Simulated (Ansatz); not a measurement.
# C2H5ClSi2: a ladder of functionals and wavefunction methods

How much do the methods differ for C2H5ClSi2? The plan is to run it at one geometry with functionals of several rungs and with coupled cluster. The yardstick is the atomisation energy at the CCSD(T) limit.

Method: functionals in def2-TZVPP, the program's frozen cores in correlated methods; program: Ansatz 0.2.0, Gaussian basis.

Levels to be run: LDA (SPW92), PBE-D4, revPBE-D4, BLYP-D4, r2SCAN-D4, B97M-V, PBE0-D4, B3LYP-D4, r2SCANh-D4, r2SCAN0-D4, HSE06-D4, BHLYP-D4, CAM-B3LYP-D4, LC-ωPBE, ωB97X-V, ωB97M-V, B2PLYP, PBE-QIDH; CCSD(T)/def2-SVP; CCSD(T)/def2-TZVPP; CCSD(T)/def2-QZVPP; extrapolation to the limit; RPA on PBE.

**1. The geometry**

All runs share one geometry, relaxed beforehand with PBE0-D4 in a triple-zeta def2 set.

SMILES `[SiH3]C#C[SiH2]Cl`, 10 atoms, charge 0, spin multiplicity 1.

Atoms are counted from 1 here; the program's logs count them from 0.

Bond lengths: Si1–C2 1.828 Å, Si1–H6 1.483 Å, Si1–H7 1.482 Å, Si1–H8 1.483 Å, C2–C3 1.214 Å, C3–Si4 1.817 Å, Si4–Cl5 2.049 Å, Si4–H9 1.478 Å, Si4–H10 1.478 Å. Angles: C2–Si1–H6 109.0°, C2–Si1–H7 108.8°, C2–Si1–H8 108.9°, H6–Si1–H7 110.1°, H6–Si1–H8 109.9°, H7–Si1–H8 110.1°, Si1–C2–C3 179.6°, C2–C3–Si4 179.5°, C3–Si4–Cl5 109.5°, C3–Si4–H9 109.6°, C3–Si4–H10 109.7°, Cl5–Si4–H9 108.4°, Cl5–Si4–H10 108.4°, H9–Si4–H10 111.2°.

**2. LDA**

This LDA is Slater exchange with PW92 correlation.

File in.yaml:

```yaml
crystal:
  periodic: [false, false, false]
  atoms:
    - {symbol: Si, position_ang: [-1.191244, -2.146646, 0.063736]}
    - {symbol: C, position_ang: [-0.299552, -0.550536, 0.062244]}
    - {symbol: C, position_ang: [0.296041, 0.507363, 0.053034]}
    - {symbol: Si, position_ang: [1.188043, 2.090269, 0.054782]}
    - {symbol: Cl, position_ang: [1.449073, 2.731922, -1.873913]}
    - {symbol: H, position_ang: [-2.503342, -1.966345, 0.730069]}
    - {symbol: H, position_ang: [-1.389240, -2.585220, -1.338397]}
    - {symbol: H, position_ang: [-0.383183, -3.147951, 0.800377]}
    - {symbol: H, position_ang: [2.519891, 1.909590, 0.670387]}
    - {symbol: H, position_ang: [0.396715, 3.106354, 0.780583]}
basis:
  gaussian: {orbitals: def2-TZVPP}
hamiltonian: {xc: lda}
output: {orbitals: {seedname: orbitals}}
```

Started as:

```console
$ ansatz run in.yaml --threads 2 --pin off --events-out ev --progress --plain --max-ram 32768MiB --backend cpu
```

After this run come: PBE-D4 (GGA); revPBE-D4 (GGA); BLYP-D4 (GGA); r2SCAN-D4 (meta-GGA); B97M-V (meta-GGA); B3LYP-D4 (hybrid); r2SCANh-D4 (hybrid); r2SCAN0-D4 (hybrid); HSE06-D4 (hybrid); BHLYP-D4 (hybrid); CAM-B3LYP-D4 (range-separated); LC-ωPBE (range-separated); ωB97X-V (range-separated); ωB97M-V (range-separated); B2PLYP (double hybrid); PBE-QIDH (double hybrid); CCSD(T) in def2-SVP; CCSD(T) in def2-TZVPP; CCSD(T) in def2-QZVPP; RPA on PBE orbitals.

Before running them: what should the planned runs give, taken together? Wanted: atomisation energy, CCSD(T)/CBS; farthest beyond LDA; mean size of error, GGA; mean size of error, meta-GGA; mean size of error, hybrid; mean size of error, range-separated; mean size of error, double hybrid; gap, smallest and largest; T1 diagnostic.

As calculated:

| quantity | value |
| --- | --- |
| atomisation energy, CCSD(T)/CBS | 858.8 kcal/mol |
| functionals within 4.3 kcal/mol (0.5 %) | r2SCAN-D4, B97M-V, CAM-B3LYP-D4, ωB97X-V, ωB97M-V |
| farthest beyond LDA | BHLYP-D4 (-21.8 kcal/mol) |
| mean size of error, GGA | 8.6 kcal/mol |
| mean size of error, meta-GGA | 1.6 kcal/mol |
| mean size of error, hybrid | 8.8 kcal/mol |
| mean size of error, range-separated | 4.2 kcal/mol |
| mean size of error, double hybrid | 8.6 kcal/mol |
| gap, smallest and largest | 5.01 eV (LDA (SPW92)), 12.13 eV (LC-ωPBE) |
| T1 diagnostic | 0.0117 |
| triples share of the correlation energy | 4.4 % |

**Reading.** LDA overbinds by 100.3 kcal/mol (12 %). PBE-D4 misses by +4.8 kcal/mol. Double hybrids carry the basis error of their MP2 part in triple zeta, and no dispersion term here, so their miss is partly the set-up's. The rungs meta-GGA, range-separated miss on average by less than the doubt on the reference (4.3 kcal/mol), so they tie. Misses under about 4.3 kcal/mol are within the doubt on the reference itself, which lacks core-valence correlation, relativity and higher excitations. Hartree-Fock recovers 75 % of the binding; the rest is correlation. CCSD(T) in def2-SVP is off by -55.4 kcal/mol, worse than the median functional, from the basis alone. The gap grows from 5.0 to 12.1 eV across the functionals, mostly with the share of exact exchange.
